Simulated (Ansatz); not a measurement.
# TiHg: bands on a fine mesh, and optics

Aim: levels on a fine mesh, and what follows from them: optical spectra of independent particles, band edges or the Fermi surface. Runs: cell and atoms relaxed (PAW); reference run (PAW and LAPW); spin-orbit coupling on (PAW and LAPW).

Computed with Ansatz 0.2.0 (DFT PBEsol, frozen-core PAW and all-electron LAPW, scalar-relativistic unless said, unless a step's input says otherwise).

## 1. The system as given

The structure is tetragonal, space group P4/mmm (No. 123). Conventional cell: a = 3.009 Å, b = 3.009 Å, c = 4.041 Å, α = 90.00°, β = 90.00°, γ = 90.00°. Ti (site symmetry 4/mmm) has 8 Hg at 2.93 Å and 4 Ti at 3.01 Å as nearest neighbours. Hg (site symmetry 4/mmm) has 8 Ti at 2.93 Å and 4 Hg at 3.01 Å as nearest neighbours.

As a file:

```cif
data_structure
_symmetry_space_group_name_H-M 'P 1'
_symmetry_Int_Tables_number 1
_cell_length_a 3.0090
_cell_length_b 3.0090
_cell_length_c 4.0410
_cell_angle_alpha 90.000
_cell_angle_beta 90.000
_cell_angle_gamma 90.000
_cell_volume 36.59
loop_
_atom_site_label
_atom_site_type_symbol
_atom_site_fract_x
_atom_site_fract_y
_atom_site_fract_z
_atom_site_occupancy
Ti1 Ti 0.50000 0.50000 0.50000 1
Hg1 Hg 0.00000 0.00000 0.00000 1
```

Cartesian axes are those of the input's lattice vectors. The structure goes back to a database entry.

## 2. Cell and atoms relaxed, PAW

Contents of input.yaml:

```yaml
crystal:
  lattice:
    - [3.009, 0.0, 0.0]
    - [0.0, 3.009, 0.0]
    - [0.0, 0.0, 4.041]
  atoms:
    - { symbol: Ti, position: [0.5, 0.5, 0.5] }
    - { symbol: Hg, position: [0.0, 0.0, 0.0] }
kpoints:
  mp_grid: { grid: [14, 14, 10] }
scf:
  occupations: { method: fermi_dirac, width: 0.05 }
hamiltonian:
  xc: pbesol
  pseudopotentials: { kind: paw }
relax:
  f_tol: 0.002
  max_steps: 80
  cell: {}
output:
  forces: true
  stress: true
```

On the command line:

```bash
> ansatz run input.yaml --threads 1 --pin off --max-ram 3072MiB --backend cpu --events-out ev --progress --plain --runs-dir out
```

## 4. Reference run, fine mesh, PAW

Contents of input.yaml:

```yaml
crystal:
  lattice:
    - [2.96323996546, 0.0, 0.0]
    - [0.0, 2.96323996546, 0.0]
    - [0.0, 0.0, 4.06134476248]
  atoms:
    - { symbol: Ti, position: [0.5, 0.5, 0.5] }
    - { symbol: Hg, position: [0.0, 0.0, 0.0] }
kpoints:
  mp_grid: { grid: [14, 14, 10] }
scf:
  occupations: { method: fermi_dirac, width: 0.05 }
hamiltonian:
  xc: pbesol
  pseudopotentials: { kind: paw }
output:
  forces: true
  stress: true
  eigenvalues: true
  eigenstates:
    nscf_kmesh: { grid: [20, 20, 16] }
    de_dk: true
    e_range: [-14, 14]
  optics:
    e_range: [0, 20]
    de: 0.2
    sigma: 0.15
    bands: { spectra_wanted_up_to: 20 }
    nscf_kmesh: { grid: [20, 20, 16] }
    drude_damping: 0.05
checkpoint:
  write: ck
  write_wavefunctions: false
```

## 5. Reference run, fine mesh, LAPW

Edit input.yaml of step 4 so:

```diff
@@ -14,3 +14,3 @@
   xc: pbesol
-  pseudopotentials: { kind: paw }
+  pseudopotentials: { kind: all_electron, lapw: { basis_error: 0.001 } }
 output:
```

## 6. Spin-orbit coupling on, fine mesh, PAW

Contents of input.yaml:

```yaml
crystal:
  lattice:
    - [2.96323996546, 0.0, 0.0]
    - [0.0, 2.96323996546, 0.0]
    - [0.0, 0.0, 4.06134476248]
  atoms:
    - { symbol: Ti, position: [0.5, 0.5, 0.5] }
    - { symbol: Hg, position: [0.0, 0.0, 0.0] }
kpoints:
  mp_grid: { grid: [14, 14, 10] }
scf:
  occupations: { method: fermi_dirac, width: 0.05 }
hamiltonian:
  xc: pbesol
  pseudopotentials: { kind: paw_fr }
magnetization:
  noncollinear: true
  spin_orbit: true
output:
  forces: true
  stress: true
  eigenvalues: true
  eigenstates:
    nscf_kmesh: { grid: [14, 14, 10] }
    de_dk: true
    e_range: [-14, 14]
checkpoint:
  write: ck
  write_wavefunctions: false
```

## 7. Spin-orbit coupling on, fine mesh, LAPW

Edit input.yaml of step 6 so:

```diff
@@ -14,3 +14,3 @@
   xc: pbesol
-  pseudopotentials: { kind: paw_fr }
+  pseudopotentials: { kind: all_electron, lapw: { basis_error: 0.001 } }
 magnetization:
@@ -26,2 +26,9 @@
     e_range: [-14, 14]
+  optics:
+    e_range: [0, 20]
+    de: 0.2
+    sigma: 0.15
+    bands: { spectra_wanted_up_to: 20 }
+    nscf_kmesh: { grid: [14, 14, 10] }
+    drude_damping: 0.05
 checkpoint:
```

(Steps that only read results are left out.)

What does the calculation give? Wanted: states at the Fermi level; bare Sommerfeld coefficient; plasma energy; strongest local maximum of Im εxx; peak of the loss function along x.

As calculated:

```
                         quantity                      value
  states at the Fermi level (PAW)       1.27 per eV and atom
      bare Sommerfeld coefficient  2.99 mJ/(K² mol of atoms)
          plasma energy (x, y, z)           5.9, 5.9, 3.8 eV
strongest local maximum of Im εxx                     4.8 eV
peak of the loss function along x                    12.7 eV
```

In words: Without spin-orbit coupling it is a metal with 3 bands crossing the Fermi level, 1.27 states per eV and atom there and a mean speed of 0.35 × 10⁶ m/s. These are bare band values on this mesh, without coupling to phonons. The spectra hold no excitons and no local fields. Cautions: frozen-core PAW files fitted under PBE, their cores solved anew for the functional of the run; filled d bands lie too high at this level, so their transitions start too early; these sums move with the mesh, by several per cent and more for small sheets; Fermi surface not resolved by the mesh.
